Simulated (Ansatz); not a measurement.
# YSi2Ru2 (element-swapped structure): how the settings move a single-point run

Aim: see which settings change the result for YSi2Ru2 (element-swapped structure), by how much, and at what cost.

Program: Ansatz 0.2.0. Level of theory: reference: DFT PBEsol, plane waves, PAW, scalar-relativistic, no spin polarisation. These are calculated values, not measurements.

### Step 1. Starting point

It takes space group I4/mmm (No. 139, tetragonal). Conventional cell: a = 4.127 Å, b = 4.127 Å, c = 9.391 Å, α = 90.00°, β = 90.00°, γ = 90.00°. Y (site symmetry 4/mmm) is surrounded by 8 Ru at 3.13 Å and 10 Si at 3.22 to 3.32 Å. Ru (site symmetry -4m2) has 4 Si at 2.28 Å as nearest neighbours. Si (site symmetry 4mm) has 4 Ru at 2.28 Å and 1 Si at 2.74 Å and 5 Y at 3.22 to 3.32 Å as nearest neighbours.

Coordinates:

```
CELL_PARAMETERS angstrom
0.00000 4.12718 0.00000
4.12718 0.00000 0.00000
2.06359 2.06359 -4.69565
ATOMIC_POSITIONS crystal
Y 0.00000 0.00000 0.00000
Ru 0.75000 0.25000 0.50000
Ru 0.25000 0.75000 0.50000
Si 0.35400 0.35400 0.29200
Si 0.64600 0.64600 0.70800
```

### Step 2. Baseline

input.yaml

```yaml
crystal:
  lattice:
    - [0.0, 4.12718, 0.0]
    - [4.12718, 0.0, 0.0]
    - [2.06359, 2.06359, -4.695653]
  atoms:
    - { symbol: "Y", position: [0.0, 0.0, 0.0] }
    - { symbol: Ru, position: [0.75, 0.25, 0.5] }
    - { symbol: Ru, position: [0.25, 0.75, 0.5] }
    - { symbol: Si, position: [0.354, 0.354, 0.292] }
    - { symbol: Si, position: [0.646, 0.646, 0.708] }
  symmetry: { tolerance: 0.0003 }
kpoints:
  mp_grid: { grid: [5, 5, 5], shift: [0, 0, 0] }
magnetization:
  spin_polarized: false
scf:
  occupations: { method: gaussian, width: 0.1358 }
hamiltonian:
  pseudopotentials: { kind: paw }
  xc: pbesol
basis:
  ecutwfc: 420
output:
  forces: true
  stress: true
  eigenvalues: true
```

Command:

```bash
ansatz run input.yaml --threads 1 --pin off --max-ram 2560MiB --backend cpu --events-out ev --progress --plain --runs-dir out
```

Log, shortened:

```text
Warning: RAYON_NUM_THREADS=1 ignored (pool sized by the plan → 1); use --threads N
[...]
Pseudopotentials: kind: paw
Pseudopotential: Y, paw, valence charge 11, recommended cutoff 420 eV (normal), Y.paw.azcp
Pseudopotential: Ru, paw, valence charge 16, recommended cutoff 420 eV (normal), Ru.paw.azcp
Pseudopotential: Si, paw, valence charge 4, recommended cutoff 420 eV (normal), Si.paw.azcp
Functional definition: PBEsol
[...]
Crystal: 5 atoms, lattice volume = 79.984 Å³
Basis set: ecut = 420 eV, 1555 PW (Γ), exchange–correlation on 60×60×80 points (8 copies of the dense FFT grid, shifted against one another)
Bands: 31, of which v1, the nominal top of the filled ones, is band 26 counted from 1 (25 counted from 0)
Symmetry: 16 space group operations
Space group: I4/mmm (ITA 139), of the structure as read, at distance tolerance 1.3e-3 Å
k-points: 18 of 125
[...]
SCF iter   1: F=—  HF=-16675.406950 eV  |F-HF|=—  |Δ(HF+E_count)|=         —  Δρ=6.15e-3  dr2=4.08e-2  ethr=1.77e-3  ⟨swp⟩=5.3  Hψ=2194  notcnv=0
[...]
SCF iter   6: F=-16675.399565 eV  HF=-16675.399565 eV  |F-HF|=2.86e-8  |Δ(HF+E_count)|=   2.82e-7  Δρ=7.59e-6  dr2=5.02e-8  ethr=1.96e-10  ⟨swp⟩=6.3  Hψ=2664  notcnv=0
[...]
SCF converged after 6 iterations
Free energy (F): -16675.399565 eV
[...]
E sigma→0 (E₀):  -16675.388290 eV
Entropy (-TS):   -0.022549 eV (-4.510 meV/atom)
Fermi energy:    15.281518 eV
[...]
--- Forces (eV/Å), atoms counted from 1 ---
  atom   1  Y     -0.00000000    -0.00000000     0.00000000
  atom   2  Ru     0.00000000     0.00000000     0.00000000
  atom   3  Ru     0.00000000     0.00000000    -0.00000000
  atom   4  Si     0.00000000     0.00000000     2.32638656
  atom   5  Si     0.00000000    -0.00000000    -2.32638656
[...]
--- Stress (GPa, compression-positive) ---
        9.593087       0.000000       0.000000
        0.000000       9.593087       0.000000
        0.000000       0.000000       7.900665
  P = ⅓ Tr σ = 9.0289 GPa (90.289 kbar)
--- Band table (eV; the first three rows and the last of 18) ---
[...]
```

It took 2.9 s on 1 thread of Arm Neoverse V1, shared host; peak memory 0.36 GiB.

### Step 3. Changed: occupations.width 0.025

Edit input.yaml of step 2 so:

```diff
@@ -17,3 +17,3 @@
 scf:
-  occupations: { method: gaussian, width: 0.1358 }
+  occupations: { method: gaussian, width: 0.025 }
 hamiltonian:
```

Command:

```bash
ansatz run input.yaml --threads 1 --pin off --max-ram 2560MiB --backend cpu --events-out ev --progress --plain --runs-dir out
```

Log, shortened:

```text
Warning: RAYON_NUM_THREADS=1 ignored (pool sized by the plan → 1); use --threads N
[...]
Pseudopotentials: kind: paw
Pseudopotential: Y, paw, valence charge 11, recommended cutoff 420 eV (normal), Y.paw.azcp
Pseudopotential: Ru, paw, valence charge 16, recommended cutoff 420 eV (normal), Ru.paw.azcp
Pseudopotential: Si, paw, valence charge 4, recommended cutoff 420 eV (normal), Si.paw.azcp
Functional definition: PBEsol
[...]
Crystal: 5 atoms, lattice volume = 79.984 Å³
Basis set: ecut = 420 eV, 1555 PW (Γ), exchange–correlation on 60×60×80 points (8 copies of the dense FFT grid, shifted against one another)
Bands: 31, of which v1, the nominal top of the filled ones, is band 26 counted from 1 (25 counted from 0)
Symmetry: 16 space group operations
Space group: I4/mmm (ITA 139), of the structure as read, at distance tolerance 1.3e-3 Å
k-points: 18 of 125
[...]
SCF iter   1: F=—  HF=-16675.395019 eV  |F-HF|=—  |Δ(HF+E_count)|=         —  Δρ=6.17e-3  dr2=4.32e-2  ethr=1.77e-3  ⟨swp⟩=6.1  Hψ=2291  notcnv=0
[...]
SCF iter   6: F=-16675.388063 eV  HF=-16675.388063 eV  |F-HF|=3.11e-9  |Δ(HF+E_count)|=   8.55e-8  Δρ=4.27e-6  dr2=1.33e-8  ethr=1.96e-10  ⟨swp⟩=6.4  Hψ=2477  notcnv=0
[...]
SCF converged after 6 iterations
Free energy (F): -16675.388063 eV
[...]
E sigma→0 (E₀):  -16675.387397 eV
Entropy (-TS):   -0.001333 eV (-0.267 meV/atom)
Fermi energy:    15.284898 eV
[...]
--- Forces (eV/Å), atoms counted from 1 ---
  atom   1  Y     -0.00000000     0.00000000     0.00000000
  atom   2  Ru     0.00000000     0.00000000    -0.00000000
  atom   3  Ru     0.00000000     0.00000000     0.00000000
  atom   4  Si     0.00000000     0.00000000     2.33952898
  atom   5  Si     0.00000000     0.00000000    -2.33952898
[...]
--- Stress (GPa, compression-positive) ---
        9.600670       0.000000       0.000000
        0.000000       9.600670       0.000000
        0.000000       0.000000       7.937888
  P = ⅓ Tr σ = 9.0464 GPa (90.464 kbar)
--- Band table (eV; the first three rows and the last of 18) ---
[...]
```

It took 2.9 s on 1 thread of Arm Neoverse V1, shared host; peak memory 0.36 GiB.

Changing the smearing leaves the energy as it was (+0.2 meV/atom).

### Step 4. Changing settings: preconditioner none

Edit input.yaml of step 2 so:

```diff
@@ -18,2 +18,3 @@
   occupations: { method: gaussian, width: 0.1358 }
+  mixing: { preconditioner: none }
 hamiltonian:
```

Command:

```bash
ansatz run input.yaml --threads 1 --pin off --max-ram 2560MiB --backend cpu --events-out ev --progress --plain --runs-dir out
```

Log, shortened:

```text
Warning: RAYON_NUM_THREADS=1 ignored (pool sized by the plan → 1); use --threads N
[...]
Pseudopotentials: kind: paw
Pseudopotential: Y, paw, valence charge 11, recommended cutoff 420 eV (normal), Y.paw.azcp
Pseudopotential: Ru, paw, valence charge 16, recommended cutoff 420 eV (normal), Ru.paw.azcp
Pseudopotential: Si, paw, valence charge 4, recommended cutoff 420 eV (normal), Si.paw.azcp
Functional definition: PBEsol
[...]
Crystal: 5 atoms, lattice volume = 79.984 Å³
Basis set: ecut = 420 eV, 1555 PW (Γ), exchange–correlation on 60×60×80 points (8 copies of the dense FFT grid, shifted against one another)
Bands: 31, of which v1, the nominal top of the filled ones, is band 26 counted from 1 (25 counted from 0)
Symmetry: 16 space group operations
Space group: I4/mmm (ITA 139), of the structure as read, at distance tolerance 1.3e-3 Å
k-points: 18 of 125
[...]
SCF iter   1: F=—  HF=-16675.406950 eV  |F-HF|=—  |Δ(HF+E_count)|=         —  Δρ=6.15e-3  dr2=4.08e-2  ethr=1.77e-3  ⟨swp⟩=5.3  Hψ=2194  notcnv=0
[...]
SCF iter   7: F=-16675.399565 eV  HF=-16675.399565 eV  |F-HF|=2.03e-8  |Δ(HF+E_count)|=   1.26e-7  Δρ=6.17e-6  dr2=2.97e-8  ethr=1.96e-10  ⟨swp⟩=7.3  Hψ=2426  notcnv=0
[...]
SCF converged after 7 iterations
Free energy (F): -16675.399565 eV
[...]
E sigma→0 (E₀):  -16675.388290 eV
Entropy (-TS):   -0.022550 eV (-4.510 meV/atom)
Fermi energy:    15.281563 eV
[...]
--- Forces (eV/Å), atoms counted from 1 ---
  atom   1  Y     -0.00000000     0.00000000     0.00000000
  atom   2  Ru     0.00000000     0.00000000    -0.00000000
  atom   3  Ru     0.00000000     0.00000000     0.00000000
  atom   4  Si     0.00000000     0.00000000     2.32630056
  atom   5  Si     0.00000000     0.00000000    -2.32630056
[...]
--- Stress (GPa, compression-positive) ---
        9.593063       0.000000       0.000000
        0.000000       9.593063       0.000000
        0.000000       0.000000       7.901256
  P = ⅓ Tr σ = 9.0291 GPa (90.291 kbar)
--- Band table (eV; the first three rows and the last of 18) ---
[...]
```

Run time: 3 s. Hardware: 1 thread of Arm Neoverse V1, shared host; peak memory 0.35 GiB.

With the changed mixing the energy agrees within 0.5 meV/atom. Cost: 7 SCF cycles against 6.

### Step 5. Changing settings: scf.algorithm density_mixing

Edit input.yaml of step 2 so:

```diff
@@ -18,2 +18,3 @@
   occupations: { method: gaussian, width: 0.1358 }
+  algorithm: density_mixing
 hamiltonian:
```

Command:

```bash
ansatz run input.yaml --threads 1 --pin off --max-ram 2560MiB --backend cpu --events-out ev --progress --plain --runs-dir out
```

Log, shortened:

```text
Warning: RAYON_NUM_THREADS=1 ignored (pool sized by the plan → 1); use --threads N
[...]
Pseudopotentials: kind: paw
Pseudopotential: Y, paw, valence charge 11, recommended cutoff 420 eV (normal), Y.paw.azcp
Pseudopotential: Ru, paw, valence charge 16, recommended cutoff 420 eV (normal), Ru.paw.azcp
Pseudopotential: Si, paw, valence charge 4, recommended cutoff 420 eV (normal), Si.paw.azcp
Functional definition: PBEsol
[...]
Crystal: 5 atoms, lattice volume = 79.984 Å³
Basis set: ecut = 420 eV, 1555 PW (Γ), exchange–correlation on 60×60×80 points (8 copies of the dense FFT grid, shifted against one another)
Bands: 31, of which v1, the nominal top of the filled ones, is band 26 counted from 1 (25 counted from 0)
Symmetry: 16 space group operations
Space group: I4/mmm (ITA 139), of the structure as read, at distance tolerance 1.3e-3 Å
k-points: 18 of 125
[...]
SCF iter   1: F=—  HF=-16675.406950 eV  |F-HF|=—  |Δ(HF+E_count)|=         —  Δρ=6.15e-3  dr2=4.08e-2  ethr=1.77e-3  ⟨swp⟩=5.3  Hψ=2194  notcnv=0
[...]
SCF iter   6: F=-16675.399565 eV  HF=-16675.399565 eV  |F-HF|=2.86e-8  |Δ(HF+E_count)|=   2.82e-7  Δρ=7.59e-6  dr2=5.02e-8  ethr=1.96e-10  ⟨swp⟩=6.3  Hψ=2664  notcnv=0
[...]
SCF converged after 6 iterations
Free energy (F): -16675.399565 eV
[...]
E sigma→0 (E₀):  -16675.388290 eV
Entropy (-TS):   -0.022549 eV (-4.510 meV/atom)
Fermi energy:    15.281518 eV
[...]
--- Forces (eV/Å), atoms counted from 1 ---
  atom   1  Y     -0.00000000    -0.00000000     0.00000000
  atom   2  Ru     0.00000000     0.00000000     0.00000000
  atom   3  Ru     0.00000000     0.00000000    -0.00000000
  atom   4  Si     0.00000000     0.00000000     2.32638656
  atom   5  Si     0.00000000    -0.00000000    -2.32638656
[...]
--- Stress (GPa, compression-positive) ---
        9.593087       0.000000       0.000000
        0.000000       9.593087       0.000000
        0.000000       0.000000       7.900665
  P = ⅓ Tr σ = 9.0289 GPa (90.289 kbar)
--- Band table (eV; the first three rows and the last of 18) ---
[...]
```

It took 2.9 s on 1 thread of Arm Neoverse V1, shared host; peak memory 0.36 GiB.

Energy and cycle count are those of the reference, so the change (solver) left the result and the number of cycles as they were.

### Step 6. Changed: occupations.method methfessel_paxton, occupations.width 0.01, eigensolver.kind davidson, ecutwfc 29.4 Ry, basis.precision f64

Edit input.yaml of step 2 so:

```diff
@@ -17,3 +17,4 @@
 scf:
-  occupations: { method: gaussian, width: 0.1358 }
+  occupations: { method: methfessel_paxton, width: 0.01 }
+  eigensolver: { kind: davidson }
 hamiltonian:
@@ -22,3 +23,4 @@
 basis:
-  ecutwfc: 420
+  ecutwfc: "29.4 Ry"
+  precision: f64
 output:
```

Command:

```bash
ansatz run input.yaml --threads 1 --pin off --max-ram 2560MiB --backend cpu --events-out ev --progress --plain --runs-dir out
```

Log, shortened:

```text
Warning: basis.ecutwfc = 400.00737781602356 eV is below the records' recommended 420 eV, and the density's cutoff is lower with it unless basis.ecutrho_ratio is high enough to keep the records' density cutoff: compare with a run at a higher cutoff
Warning: RAYON_NUM_THREADS=1 ignored (pool sized by the plan → 1); use --threads N
[...]
Pseudopotentials: kind: paw
Pseudopotential: Y, paw, valence charge 11, recommended cutoff 420 eV (normal), Y.paw.azcp
Pseudopotential: Ru, paw, valence charge 16, recommended cutoff 420 eV (normal), Ru.paw.azcp
Pseudopotential: Si, paw, valence charge 4, recommended cutoff 420 eV (normal), Si.paw.azcp
Functional definition: PBEsol
[...]
Crystal: 5 atoms, lattice volume = 79.984 Å³
Basis set: ecut = 400.00737781602356 eV, 1427 PW (Γ), exchange–correlation on 54×54×80 points (8 copies of the dense FFT grid, shifted against one another)
Bands: 31, of which v1, the nominal top of the filled ones, is band 26 counted from 1 (25 counted from 0)
Symmetry: 16 space group operations
[...]
SCF iter   7: F=-16675.385474 eV  HF=-16675.385474 eV  |F-HF|=3.48e-9  |Δ(HF+E_count)|=   1.66e-8  S|Δr|=    0.00e0  Δρ=2.31e-6  dr2=5.80e-9  ethr=2.41e-10  ⟨swp⟩=3.3  Hψ=1232  notcnv=0
[...]
SCF converged after 7 iterations
Stability not checked: this state was not tested for a lower state beside it, because cold or Methfessel-Paxton smearing, or corrected tetrahedra, fill the levels in a way that the test cannot read (fill_not_monotonic; see scf.lower_state_search)
Free energy (F): -16675.385474 eV
[...]
E sigma→0 (E₀):  -16675.385441 eV
Entropy (-TS):   -0.000134 eV (-0.027 meV/atom)
Fermi energy:    15.285960 eV
[...]
--- Forces (eV/Å), atoms counted from 1 ---
  atom   1  Y     -0.00000000     0.00000000     0.00000000
  atom   2  Ru     0.00000000     0.00000000    -0.00000000
  atom   3  Ru     0.00000000     0.00000000     0.00000000
  atom   4  Si     0.00000000    -0.00000000     2.33410540
  atom   5  Si     0.00000000    -0.00000000    -2.33410540
[...]
--- Stress (GPa, compression-positive) ---
        9.630761       0.000000       0.000000
        0.000000       9.630761       0.000000
        0.000000       0.000000       7.990622
  P = ⅓ Tr σ = 9.0840 GPa (90.840 kbar)
--- Band table (eV; the first three rows and the last of 18) ---
[...]
```

Wall time 3.8 s (1 thread of Arm Neoverse V1, shared host); peak memory 0.35 GiB.

Changing the smearing, solver, cutoff and arithmetic precision moves the energy by +0.6 meV/atom (σ→0 values). More than one kind of setting changed, and this run alone doesn't tell their shares apart. The log warns that the cutoff is under what these potentials recommend, so the shift holds truncation error.

### Step 7. All runs together

| run | ending | energy change | pressure (GPa) | gap (eV) | force (eV/Å) | cycles | time |
| --- | --- | --- | --- | --- | --- | --- | --- |
| reference | converged | 0 | 9.0 | 0.00 | 2.33 | 6 | 2.9 s |
| 1: occupations.width 0.025 | converged | +0.2 meV/atom (σ→0) | 9.0 | 0.00 | 2.34 | 6 | 2.9 s |
| 2: preconditioner none | converged | 0.0 meV/atom | 9.0 | 0.00 | 2.33 | 7 | 3 s |
| 3: scf.algorithm density_mixing | converged | 0.0 meV/atom | 9.0 | 0.00 | 2.33 | 6 | 2.9 s |
| 4: occupations.method methfessel_paxton, occupations.width 0.01, eigensolver.kind davidson, ecutwfc 29.4 Ry, basis.precision f64 | converged | +0.6 meV/atom (σ→0) | 9.1 | 0.00 | 2.33 | 7 | 3.8 s |

Residual by cycle in the longest SCF loop of each run; runs are numbered as in the table. The quantity is the density residual dr2, in eV.

| cycle | reference | run 1 | run 2 | run 3 | run 4 |
| --- | --- | --- | --- | --- | --- |
| 1 | 0.0408 | 0.0432 | 0.0408 | 0.0408 | 0.0506 |
| 2 | 0.00738 | 0.00736 | 0.125 | 0.00738 | 0.00346 |
| 3 | 4.3e-4 | 2.8e-4 | 0.00212 | 4.3e-4 | 4.0e-4 |
| 4 | 1.1e-5 | 4.7e-6 | 7.0e-5 | 1.1e-5 | 1.4e-5 |
| 5 | 1.6e-6 | 7.0e-7 | 5.0e-6 | 1.6e-6 | 1.7e-6 |
| 6 | 5.0e-8 | 1.3e-8 | 2.7e-7 | 5.0e-8 | 1.2e-7 |
| 7 | - | - | 3.0e-8 | - | 5.8e-9 |

Run 4 ran under the cutoff that the potentials recommend, as the log warns, so basis error is mixed into its values. The reference has no spin polarisation; with Ru present, a magnetic state may lie lower.

The reference is no final answer either: its mesh is coarse for a cell with so small a gap or none; the cell is far from equilibrium (9 GPa, forces up to 2.3 eV/Å), so its values aren't those of the relaxed material; the structure is made up and not relaxed.
